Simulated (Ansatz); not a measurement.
**CH₇AlBGeN: how energies converge with the basis set**

Aim: see how fast density functionals converge with the basis set for CH₇AlBGeN.

Program: Ansatz 0.2.0, Gaussian basis. Level of theory: one geometry, several basis sets. These are calculated values, not measurements.

Levels to be run: PBE0-D4/def2-SVP; ωB97M-V/def2-SVP; PBE0-D4/def2-QZVPP; ωB97M-V/def2-QZVPP; the functionals' def2-TZVPP values are taken from earlier runs.

### 1 Structure used throughout

The geometry comes from an earlier relaxation with PBE0-D4 in a triple-zeta def2 set; it is a stationary point, not always the lowest conformer.

12 atoms, charge 0, spin multiplicity 1.

Atoms are counted from 1 here; the program's logs count them from 0.

Bond lengths: B1–C2 1.456 Å, B1–Al3 2.175 Å, B1–H6 1.297 Å, B1–H7 1.190 Å, C2–Ge4 2.003 Å, C2–H8 1.087 Å, Al3–Ge4 2.355 Å, Al3–H6 1.797 Å, Al3–H9 1.579 Å, Ge4–N5 1.845 Å, Ge4–H10 1.536 Å, N5–H11 1.010 Å, N5–H12 1.010 Å. Angles: C2–B1–Al3 69.3°, C2–B1–H6 115.2°, C2–B1–H7 134.1°, Al3–B1–H6 55.7°, Al3–B1–H7 141.2°, H6–B1–H7 110.6°, B1–C2–Ge4 119.3°, B1–C2–H8 121.3°, Ge4–C2–H8 118.9°, B1–Al3–Ge4 82.8°, B1–Al3–H6 36.6°, B1–Al3–H9 121.8° and more.

Geometry (Å):

```xyz
12
charge 0, multiplicity 1
B    -1.42197   -0.12885    1.47003
C    -1.02138    0.22710    0.11673
Al    0.22437   -1.38267    0.79999
Ge    0.90870    0.60046   -0.26905
N     1.19813    0.69615   -2.08852
H    -0.46363   -0.54911    2.23613
H    -2.46732   -0.19343    2.03478
H    -1.75904    0.42239   -0.65688
H     0.18768   -2.95439    0.94661
H     1.34902    1.95151    0.31433
H     1.85109    1.42246   -2.34705
H     1.49145   -0.16672   -2.52290
```

### 2 PBE0-D4 in def2-SVP

Contents of in.yaml:

```yaml
crystal:
  periodic: [false, false, false]
  atoms:
    - {symbol: B, position_ang: [-1.421975, -0.128848, 1.470032]}
    - {symbol: C, position_ang: [-1.021376, 0.227097, 0.116732]}
    - {symbol: Al, position_ang: [0.224374, -1.382666, 0.799993]}
    - {symbol: Ge, position_ang: [0.908700, 0.600456, -0.269055]}
    - {symbol: N, position_ang: [1.198125, 0.696150, -2.088522]}
    - {symbol: H, position_ang: [-0.463628, -0.549112, 2.236127]}
    - {symbol: H, position_ang: [-2.467319, -0.193435, 2.034776]}
    - {symbol: H, position_ang: [-1.759041, 0.422392, -0.656876]}
    - {symbol: H, position_ang: [0.187683, -2.954386, 0.946610]}
    - {symbol: H, position_ang: [1.349019, 1.951513, 0.314325]}
    - {symbol: H, position_ang: [1.851085, 1.422456, -2.347046]}
    - {symbol: H, position_ang: [1.491452, -0.166717, -2.522895]}
basis:
  gaussian: {orbitals: def2-SVP}
hamiltonian: {xc: pbe0, dispersion: d4}
output: {orbitals: {seedname: orbitals}}
```

Launch:

```console
> ansatz run in.yaml --threads 4 --pin off --events-out ev --progress --plain --max-ram 10444MiB
```

Further steps of the session: ωB97M-V in def2-SVP; PBE0-D4 in def2-QZVPP; ωB97M-V in def2-QZVPP.

**Question.** What will the summary of the whole plan be? Wanted: PBE0-D4: double and triple zeta above quadruple; ωB97M-V: double and triple zeta above quadruple.

**Answer**, as computed:

| quantity | value |
| --- | --- |
| PBE0-D4: double and triple zeta above quadruple | 14.89, 1.63 eV |
| ωB97M-V: double and triple zeta above quadruple | 14.99, 1.57 eV |

What this shows: PBE0-D4 gains 13.27 eV from double to triple zeta, then 1.63 eV more. These are total energies; as a rule much of such shifts cancels in differences, which this series doesn't test.
